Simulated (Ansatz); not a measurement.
# ClH₄NO₂Ti: a ladder of functionals and wavefunction methods

One table from this session's results is given with a row withheld; the runs are named, their logs left out.

The runs use Ansatz 0.2.0, Gaussian basis; functionals in def2-TZVPP, the program's frozen cores in correlated methods.

Levels to be run: LDA (SPW92), PBE-D4, revPBE-D4, BLYP-D4, r2SCAN-D4, B97M-V, PBE0-D4, B3LYP-D4, r2SCANh-D4, r2SCAN0-D4, HSE06-D4, BHLYP-D4, CAM-B3LYP-D4, LC-ωPBE, ωB97X-V, ωB97M-V, B2PLYP, PBE-QIDH; CCSD(T)/def2-SVP; CCSD(T)/def2-TZVPP; MP2/def2-QZVPP; extrapolation to the limit; RPA on PBE.

## The geometry

The geometry comes from an earlier relaxation with PBE0-D4 in a triple-zeta def2 set; it is a stationary point, not always the lowest conformer.

SMILES `[NH2][Ti]([OH])([OH])[Cl]`, 9 atoms, charge 0, spin multiplicity 1.

Atoms are counted from 1 here; the program's logs count them from 0.

Bond lengths: N1–Ti2 1.864 Å, N1–H6 1.011 Å, N1–H7 1.010 Å, Ti2–O3 1.781 Å, Ti2–O4 1.788 Å, Ti2–Cl5 2.230 Å, O3–H8 0.958 Å, O4–H9 0.957 Å. Angles: Ti2–N1–H6 125.0°, Ti2–N1–H7 123.6°, H6–N1–H7 110.8°, N1–Ti2–O3 106.1°, N1–Ti2–O4 110.4°, N1–Ti2–Cl5 108.8°, O3–Ti2–O4 110.6°, O3–Ti2–Cl5 112.6°, O4–Ti2–Cl5 108.3°, Ti2–O3–H8 133.5°, Ti2–O4–H9 134.2°.

Set-up of the first run:

File in.yaml:

```yaml
crystal:
  periodic: [false, false, false]
  atoms:
    - {symbol: N, position_ang: [-0.601448, 0.167968, -1.349107]}
    - {symbol: Ti, position_ang: [0.316730, 0.234738, 0.271243]}
    - {symbol: O, position_ang: [1.570580, -1.026938, 0.181440]}
    - {symbol: O, position_ang: [-0.797109, -0.082820, 1.633235]}
    - {symbol: Cl, position_ang: [1.173569, 2.276832, 0.529192]}
    - {symbol: H, position_ang: [-1.275638, 0.852813, -1.662193]}
    - {symbol: H, position_ang: [-0.387890, -0.488755, -2.086582]}
    - {symbol: H, position_ang: [1.829041, -1.743114, 0.763100]}
    - {symbol: H, position_ang: [-1.739336, -0.236924, 1.702473]}
basis:
  gaussian: {orbitals: def2-TZVPP}
hamiltonian: {xc: lda}
output: {orbitals: {seedname: orbitals}}
```

Run with:

```bash
$ ansatz run in.yaml --threads 2 --pin off --events-out ev --progress --plain --max-ram 22528MiB --backend cpu
```

Among the steps run: LDA; PBE-D4 (GGA); revPBE-D4 (GGA); BLYP-D4 (GGA); r2SCAN-D4 (meta-GGA); B97M-V (meta-GGA); PBE0-D4 (hybrid); B3LYP-D4 (hybrid); r2SCANh-D4 (hybrid); r2SCAN0-D4 (hybrid); HSE06-D4 (hybrid); BHLYP-D4 (hybrid); CAM-B3LYP-D4 (range-separated); LC-ωPBE (range-separated); ωB97X-V (range-separated); ωB97M-V (range-separated); B2PLYP (double hybrid); PBE-QIDH (double hybrid).

One of the session's tables, all rows but one given; the rest of the session is left out.

It belongs to the step «Orbital energies across the functionals». 

| functional | HOMO (eV) | LUMO (eV) | gap (eV) |
| --- | --- | --- | --- |
| LDA (SPW92) | -6.65 | -2.99 | 3.66 |
| PBE-D4 | -6.47 | -2.76 | 3.71 |
| revPBE-D4 | -6.40 | -2.67 | 3.72 |
| BLYP-D4 | -6.34 | -2.67 | 3.67 |
| r2SCAN-D4 | -6.77 | -2.68 | 4.10 |
| B97M-V | -6.83 | -2.67 | 4.16 |
| PBE0-D4 | -7.86 | -1.76 | 6.10 |
| B3LYP-D4 | -7.62 | -2.05 | 5.56 |
| r2SCANh-D4 | -7.30 | -2.29 | 5.00 |
| r2SCAN0-D4 | ? | ? | ? |
| HSE06-D4 | -7.46 | -2.15 | 5.31 |
| BHLYP-D4 | -9.16 | -0.61 | 8.55 |
| CAM-B3LYP-D4 | -9.27 | -0.66 | 8.61 |
| LC-ωPBE | -10.67 | 0.50 | 11.17 |
| ωB97X-V | -10.29 | 0.48 | 10.76 |
| ωB97M-V | -10.17 | 0.47 | 10.64 |

Estimate the missing values for r2SCAN0-D4.

Worked estimate for «HOMO (eV)». Against the share of exact exchange, r2SCAN-D4 (0, -6.77), r2SCANh-D4 (0.1, -7.30) give a slope of -5.30 per unit share; at 0.25 the line stands at -8.09.

**Answer.** HOMO (eV): -8.08; LUMO (eV): -1.70; gap (eV): 6.39. In «HOMO (eV)» the line misses by -0.01.
